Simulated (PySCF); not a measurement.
**HfH₅⁻: singlet, from a trigonal bipyramidal start**

The task is one start of a wider search on HfH₅⁻: the singlet, from a trigonal bipyramidal start. It is relaxed, tested by its Hessian and followed downhill if it is a saddle.

The runs use PySCF 2.14.0; PBE0, basis Hf def2-TZVPD with ECP60, H def2-TZVPD, scalar-relativistic core potentials, no spin–orbit coupling, density fitting.

## Step 1: Where the work starts

6 atoms, charge -1, spin multiplicity 1.

Bond lengths: Hf1–H2 1.840 Å, Hf1–H3 1.840 Å, Hf1–H4 1.840 Å, Hf1–H5 1.840 Å, Hf1–H6 1.840 Å. Angles: H2–Hf1–H3 180.0°, H2–Hf1–H4 90.0°, H2–Hf1–H5 90.0°, H2–Hf1–H6 90.0°, H3–Hf1–H4 90.0°, H3–Hf1–H5 90.0°, H3–Hf1–H6 90.0°, H4–Hf1–H5 120.0°, H4–Hf1–H6 120.0°, H5–Hf1–H6 120.0°.

Coordinates in bohr (charge -1 multiplicity 1):
```
Hf    0.0000    0.0000    0.0000
H     0.0000    0.0000    3.4771
H     0.0000    0.0000   -3.4771
H     3.4771    0.0000    0.0000
H    -1.7385    3.0113    0.0000
H    -1.7385   -3.0113    0.0000
```

## Step 2: First SCF at the start

One driver script runs all steps and calls PySCF; scf.py shows how it sets up the SCF of each step. The optimiser is the driver's own. After this first run the driver tries any further starts and a stability analysis.

scf.py reads:

```python
from pyscf import gto, scf, dft
mol = gto.M(atom='''
Hf     0.000000     0.000000     0.000000
H      0.000000     0.000000     1.840000
H      0.000000     0.000000    -1.840000
H      1.840000     0.000000     0.000000
H     -0.920000     1.593500     0.000000
H     -0.920000    -1.593500     0.000000''',
    basis={'Hf': 'def2-TZVPD', 'H': 'def2-TZVPD'},
    ecp={'Hf': 'def2-TZVPD'},
    charge=-1, spin=0)
mf = dft.RKS(mol, xc='PBE0')
mf.grids.atom_grid = (50, 194)
aux = {'Hf': 'def2-universal-JKFIT', 'H': 'def2-universal-JKFIT'}
mf = mf.density_fit(auxbasis=aux)
mf.conv_tol = 1e-08
mf.diis_space = 10
mf.max_cycle = 60
mf.init_guess = 'minao'
mf.verbose = 4
mf.kernel()
```

Launch:

```
> OMP_NUM_THREADS=2 python axn.py task.json out
```

Standard output:

```text
init E= -31.5580731347582
  HOMO = -0.408861823645468  LUMO = -0.303951660053627  gap/eV = 2.85475
cycle= 1 E= -50.8055149380537  delta_E= -19.2  |g|= 0.545  |ddm|= 5.92
  HOMO = 0.0265748238779486  LUMO = 0.15816814893929  gap/eV = 3.58084
cycle= 2 E= -50.8229209092093  delta_E= -0.0174  |g|= 0.511  |ddm|= 2.28
  HOMO = -0.057708704838944  LUMO = 0.118878499751325  gap/eV = 4.80518
cycle= 3 E= -50.9273649033221  delta_E= -0.104  |g|= 0.0322  |ddm|= 0.915
  HOMO = -0.0643068496198587  LUMO = 0.11860295208547  gap/eV = 4.97723
cycle= 4 E= -50.9277341681294  delta_E= -0.000369  |g|= 0.00431  |ddm|= 0.0625
  HOMO = -0.062122734199209  LUMO = 0.119313016591358  gap/eV = 4.93712
cycle= 5 E= -50.9277410797457  delta_E= -6.91e-06  |g|= 0.000759  |ddm|= 0.00622
  HOMO = -0.0623067891422968  LUMO = 0.119268765981095  gap/eV = 4.94092
cycle= 6 E= -50.9277413490858  delta_E= -2.69e-07  |g|= 8.04e-05  |ddm|= 0.00134
  HOMO = -0.0622958991329905  LUMO = 0.11925588933697  gap/eV = 4.94028
cycle= 7 E= -50.9277413528175  delta_E= -3.73e-09  |g|= 1.11e-05  |ddm|= 0.000135
  HOMO = -0.0622988167341592  LUMO = 0.119255884669159  gap/eV = 4.94036
Extra cycle  E= -50.9277413529172  delta_E= -9.97e-11  |g|= 4.62e-06  |ddm|= 2.97e-05
converged SCF energy = -50.9277413529172
```

This step, with its further starts and checks, ran for 4.9 s (2 threads of Arm Neoverse V2, shared host).

The starts that the driver tried:

```
                      start  energy (Eh)
    the minimal-basis guess   -50.927741
a thermally smeared density   -50.927741
      a smeared PBE density   -50.927741
```

The test of internal stability and the other starts found no lower closed-shell solution.

## Step 3: Relaxation: trigonal bipyramidal start, singlet

The program finds D3h symmetry in the start, which this walk keeps.

scf.py, as its differences from that of step 2:

```diff
@@ -3,6 +3,6 @@
-Hf     0.000000     0.000000     0.000000
-H      0.000000     0.000000     1.840000
-H      0.000000     0.000000    -1.840000
-H      1.840000     0.000000     0.000000
-H     -0.920000     1.593500     0.000000
-H     -0.920000    -1.593500     0.000000''',
+Hf    -0.000000    -0.000000     0.000000
+H     -0.000000    -0.000000     1.840000
+H     -0.000000    -0.000000    -1.840000
+H      1.840008    -0.000000     0.000000
+H     -0.920004     1.593493     0.000000
+H     -0.920004    -1.593493     0.000000''',
@@ -19 +18,0 @@
-mf.init_guess = 'minao'
```

Energy and gradient, step by step:

```
step  energy (Eh)  change (kJ/mol)  largest symmetric gradient (Eh/bohr)
   0   -50.927741             0.00                               0.02946
   1   -50.933875           -16.10                               0.01562
   2   -50.936609           -23.28                               0.00315
   3   -50.936719           -23.57                               0.00059
   4   -50.936723           -23.58                               0.00029
   5   -50.936724           -23.58                               0.00015
```

The walk took 8.3 s.

After 5 steps and 23.6 kJ/mol it ends at D3h: Hf–H 1.896 Å (×3), Hf–H 1.977 Å (×2); H–Hf–H 90.0° (×6), H–Hf–H 120.0° (×3), H–Hf–H 180.0°.

## Step 4: Is it a minimum? Harmonic modes

The point is checked on the finer grid, and tightened if its gradient asks for it. The Hessian and the dipole derivatives come from central differences of analytic gradients, with steps of 0.02 bohr.

scf.py, as its differences from that of step 3:

```diff
@@ -3,6 +3,6 @@
-Hf    -0.000000    -0.000000     0.000000
-H     -0.000000    -0.000000     1.840000
-H     -0.000000    -0.000000    -1.840000
-H      1.840008    -0.000000     0.000000
-H     -0.920004     1.593493     0.000000
-H     -0.920004    -1.593493     0.000000''',
+Hf     0.000000     0.000000    -0.000000
+H     -0.000000    -0.000000     1.976763
+H      0.000000     0.000000    -1.976763
+H      1.895248     0.000000     0.000000
+H     -0.947624     1.641333     0.000000
+H     -0.947624    -1.641333    -0.000000''',
@@ -13 +13 @@
-mf.grids.atom_grid = (50, 194)
+mf.grids.atom_grid = (75, 302)
@@ -16 +16 @@
-mf.conv_tol = 1e-08
+mf.conv_tol = 1e-10
```

The driver hands on the density of the step before, so the log starts near convergence.

SCF at the final geometry:

```text
init E= -50.9367823984737
  HOMO = -0.0688628751373592  LUMO = 0.113718797072412  gap/eV = 4.96830
cycle= 1 E= -50.9367823984738  delta_E= -4.26e-14  |g|= 1.05e-06  |ddm|= 3.2e-06
  HOMO = -0.0688627343198562  LUMO = 0.113719046889139  gap/eV = 4.96830
Extra cycle  E= -50.9367823984733  delta_E= 4.97e-13  |g|= 1.23e-06  |ddm|= 3.67e-06
converged SCF energy = -50.9367823984733
```

The whole step took 27 s.

Geometry: D3h; Hf–H 1.895 Å (×3), Hf–H 1.977 Å (×2); H–Hf–H 90.0° (×6), H–Hf–H 120.0° (×3), H–Hf–H 180.0°.

Modes, for the most abundant isotopes:

```json
{"symmetry": "e'", "ω (cm⁻¹)": "297i", "IR (km/mol)": "698", "type": "bend"}
{"symmetry": "a2''", "ω (cm⁻¹)": "446", "IR (km/mol)": "255", "type": "bend"}
{"symmetry": "e'", "ω (cm⁻¹)": "616", "IR (km/mol)": "255", "type": "bend"}
{"symmetry": "e''", "ω (cm⁻¹)": "671", "IR (km/mol)": "0.0", "type": "bend"}
{"symmetry": "a2''", "ω (cm⁻¹)": "1301", "IR (km/mol)": "1713", "type": "stretch"}
{"symmetry": "a1'", "ω (cm⁻¹)": "1482", "IR (km/mol)": "0.0", "type": "stretch"}
{"symmetry": "e'", "ω (cm⁻¹)": "1544", "IR (km/mol)": "1821", "type": "stretch"}
{"symmetry": "a1'", "ω (cm⁻¹)": "1638", "IR (km/mol)": "0.0", "type": "stretch"}
```

2 modes are imaginary, the largest at 297i cm⁻¹: a saddle point, not a minimum.

Properties at this point:

* Dipole moment about the centre of mass: 0.00 D
* Highest occupied level: -1.87 eV
* Lowest empty level: 3.09 eV
* Rotational constants: 1.552, 1.267, 1.267 cm⁻¹
* Zero-point energy (real modes): 63.0 kJ/mol
* Principal polarisabilities: 72.5, 72.5, 83.0 bohr³
* Principal traceless quadrupole moments about the centre of mass: -9.47, 4.74, 4.74 D Å

Charges (e) and bond orders:

| atom | Mulliken | Löwdin | polar tensor | Mayer order to Hf1 |
| --- | --- | --- | --- | --- |
| Hf1 | 0.15 | 0.33 | 1.63 | – |
| H2,3 | -0.25 | -0.28 | -0.64 | 0.74 |
| H4,5,6 | -0.21 | -0.26 | -0.45 | 0.96 |

Mulliken populations on Hf1 (outside its core potential): s 3.16, p 6.82, d 1.83, f 0.05.

## Step 5: Following the imaginary mode

The atoms are moved a little along the softest imaginary mode and relaxed again.

The program finds C2v symmetry in the start, which this walk keeps.

scf.py, as its differences from that of step 4:

```diff
@@ -3,6 +3,6 @@
-Hf     0.000000     0.000000    -0.000000
-H     -0.000000    -0.000000     1.976763
-H      0.000000     0.000000    -1.976763
-H      1.895248     0.000000     0.000000
-H     -0.947624     1.641333     0.000000
-H     -0.947624    -1.641333    -0.000000''',
+Hf     0.001063     0.000000     0.000000
+H     -0.119954    -0.000009     1.976763
+H     -0.119954    -0.000009    -1.976763
+H      1.902188     0.000144     0.000000
+H     -0.926159     1.649720    -0.000000
+H     -0.925910    -1.649860     0.000000''',
@@ -13 +13 @@
-mf.grids.atom_grid = (75, 302)
+mf.grids.atom_grid = (50, 194)
@@ -16 +16 @@
-mf.conv_tol = 1e-10
+mf.conv_tol = 1e-08
```

Steps of the walk:

```
step  energy (Eh)  change (kJ/mol)  largest symmetric gradient (Eh/bohr)
   0   -50.936900             0.00                               0.00105
   1   -50.936940            -0.10                               0.00101
   2   -50.939112            -5.81                               0.00284
   3   -50.939364            -6.47                               0.01909
   4   -50.940317            -8.97                               0.00386
   5   -50.940437            -9.28                               0.00272
   6   -50.940557            -9.60                               0.00134
   7   -50.940571            -9.64                               0.00108
   8   -50.940588            -9.68                               0.00067
   9   -50.940593            -9.69                               0.00028
  10   -50.940594            -9.70                               0.00020
```

The walk took 16 s.

Positions (Å) and forces (eV/Å) along the way:

```
step 0
Hf   0.001   0.000   0.000   0.047   0.000   0.000
H   -0.120   0.000   1.977  -0.035   0.000  -0.054
H   -0.120   0.000  -1.977  -0.035   0.000   0.054
H    1.902   0.000   0.000   0.002   0.000   0.000
H   -0.926   1.650   0.000   0.010   0.006   0.000
H   -0.926  -1.650   0.000   0.010  -0.006   0.000
step 1
Hf   0.003   0.000   0.000   0.052   0.000   0.000
H   -0.127   0.000   1.974  -0.040   0.000  -0.037
H   -0.127   0.000  -1.974  -0.040   0.000   0.037
H    1.905   0.000   0.000   0.007   0.000   0.000
H   -0.921   1.651   0.000   0.010   0.006   0.000
H   -0.921  -1.651   0.000   0.010  -0.006   0.000
step 5
Hf   0.124   0.000   0.000  -0.140   0.000   0.000
H   -0.536   0.000   1.810   0.016   0.000  -0.067
H   -0.536   0.000  -1.810   0.016   0.000   0.067
H    2.048   0.000   0.000   0.039   0.000   0.000
H   -0.644   1.742   0.000   0.035   0.022   0.000
H   -0.644  -1.742   0.000   0.035  -0.022   0.000
step 10
Hf   0.119   0.000   0.000  -0.004   0.000   0.000
H   -0.590   0.000   1.776   0.001   0.000  -0.007
H   -0.590   0.000  -1.776   0.001   0.000   0.007
H    2.045   0.000   0.000   0.010   0.000   0.000
H   -0.587   1.776   0.000  -0.004   0.001   0.000
H   -0.587  -1.777   0.000  -0.004  -0.001   0.000
```

End point (C4v, 10 steps, 9.7 kJ/mol gained): Hf–H 1.912 Å (×4), Hf–H 1.927 Å; H–Hf–H 82.1° (×4), H–Hf–H 111.7° (×4), H–Hf–H 136.6° (×2).

## Step 6: Is it a minimum? Harmonic modes

The same treatment as at the point before.

scf.py, as its differences from that of step 5:

```diff
@@ -3,6 +3,6 @@
-Hf     0.001063     0.000000     0.000000
-H     -0.119954    -0.000009     1.976763
-H     -0.119954    -0.000009    -1.976763
-H      1.902188     0.000144     0.000000
-H     -0.926159     1.649720    -0.000000
-H     -0.925910    -1.649860     0.000000''',
+Hf     0.005656     0.000000     0.000000
+H     -0.702913    -0.000053     1.775189
+H     -0.702913    -0.000053    -1.775189
+H      1.933992     0.000146     0.000000
+H     -0.703047     1.775136    -0.000000
+H     -0.702779    -1.775242     0.000000''',
@@ -13 +13 @@
-mf.grids.atom_grid = (50, 194)
+mf.grids.atom_grid = (75, 302)
@@ -16 +16 @@
-mf.conv_tol = 1e-08
+mf.conv_tol = 1e-10
```

Log of the central SCF (cycles and frontier levels):

```text
init E= -50.9406315095097
  HOMO = -0.0845867878937712  LUMO = 0.116987379777583  gap/eV = 5.48511
cycle= 1 E= -50.9406315095096  delta_E= 1.56e-13  |g|= 1.28e-06  |ddm|= 2.12e-06
  HOMO = -0.0845868207410177  LUMO = 0.116987557747627  gap/eV = 5.48512
Extra cycle  E= -50.9406315095095  delta_E= 7.11e-14  |g|= 1.23e-06  |ddm|= 2.29e-06
converged SCF energy = -50.9406315095095
```

The whole step ran for 29 s (2 threads of Arm Neoverse V2, shared host).

Geometry: C4v; Hf–H 1.911 Å (×4), Hf–H 1.928 Å; H–Hf–H 82.1° (×4), H–Hf–H 111.8° (×4), H–Hf–H 136.5° (×2).

Modes, for the most abundant isotopes:

| symmetry | ω (cm⁻¹) | IR (km/mol) | type |
| --- | --- | --- | --- |
| b1 | 344 | 0.0 | bend |
| e | 419 | 389 | bend |
| e | 576 | 206 | bend |
| a1 | 633 | 154 | bend |
| b2 | 799 | 0.0 | bend |
| e | 1467 | 2491 | stretch |
| b1 | 1487 | 0.0 | stretch |
| a1 | 1495 | 866 | stretch |
| a1 | 1629 | 17.5 | stretch |

No imaginary mode, so this is a minimum.

Properties at this point:

```
Dipole moment about the centre of mass                          : 2.10 D
Highest occupied level                                          : -2.30 eV
Lowest empty level                                              : 3.18 eV
Rotational constants                                            : 1.391, 1.391, 1.327 cm⁻¹
Zero-point energy                                               : 67.7 kJ/mol
Principal polarisabilities                                      : 64.6, 76.6, 76.6 bohr³
Principal traceless quadrupole moments about the centre of mass : -1.33, -1.33, 2.67 D Å
Entropy at 298.15 K and 1 bar                                   : 261.6 J/(mol K)
Heat capacity Cp at 298.15 K                                    : 69.2 J/(mol K)
Enthalpy at 298.15 K above 0 K                                  : 13.97 kJ/mol
Rotational symmetry number                                      : 4
```

Populations by atom (charges in e):

```csv
atom,Mulliken,Löwdin,polar tensor,Mayer order to Hf1
Hf1,0.04,0.28,1.43,–
"H2,3,5,6",-0.18,-0.26,-0.48,0.91
H4,-0.33,-0.26,-0.50,0.91
```

Mulliken populations on Hf1 (outside its core potential): s 3.12, p 6.83, d 1.96, f 0.04.

## Step 7: Would spin polarisation lower it?

At the lowest minimum the closed shell is tested against spin polarisation, on the (50, 194) grid. It is stable.

## Step 8: All stationary points

| spin | group | bonds | imaginary modes (cm⁻¹) | ΔE (kJ/mol) | with zero-point energy |
| --- | --- | --- | --- | --- | --- |
| singlet | C4v | Hf–H 1.911 Å (×4), Hf–H 1.928 Å | none | 0.0 | 0.0 |
| singlet | D3h | Hf–H 1.895 Å (×3), Hf–H 1.977 Å (×2) | 297i, 297i | 10.1 | – |

## Step 9: Outcome

```
                            quantity                                                                                       value
                             minimum                                                                                singlet, C4v
                            geometry  Hf–H 1.911 Å (×4), Hf–H 1.928 Å; H–Hf–H 82.1° (×4), H–Hf–H 111.8° (×4), H–Hf–H 136.5° (×2)
                  wavenumbers (cm⁻¹)   344 (b1), 419 (e), 576 (e), 633 (a1), 799 (b2), 1467 (e), 1487 (b1), 1495 (a1), 1629 (a1)
      dipole moment (centre of mass)                                                                                      2.10 D
highest occupied, lowest empty level                                                                              -2.30, 3.18 eV
          polar-tensor charge of Hf1                                                                                     +1.43 e
                   zero-point energy                                                                                 67.7 kJ/mol
                 entropy at 298.15 K                                                                             261.6 J/(mol K)
```

In words: The trigonal bipyramidal start (D3h) ends in a minimum of C4v symmetry, after a stop at a second-order saddle point 10.1 kJ/mol higher, from which it was pushed off along an imaginary mode. In the infrared the band at 1467 cm⁻¹ (e, stretch) leads. Other starts or spin states, not run here, may lie lower. With an element this heavy the missing spin–orbit coupling can shift these numbers.

The search up to here took 87 s.
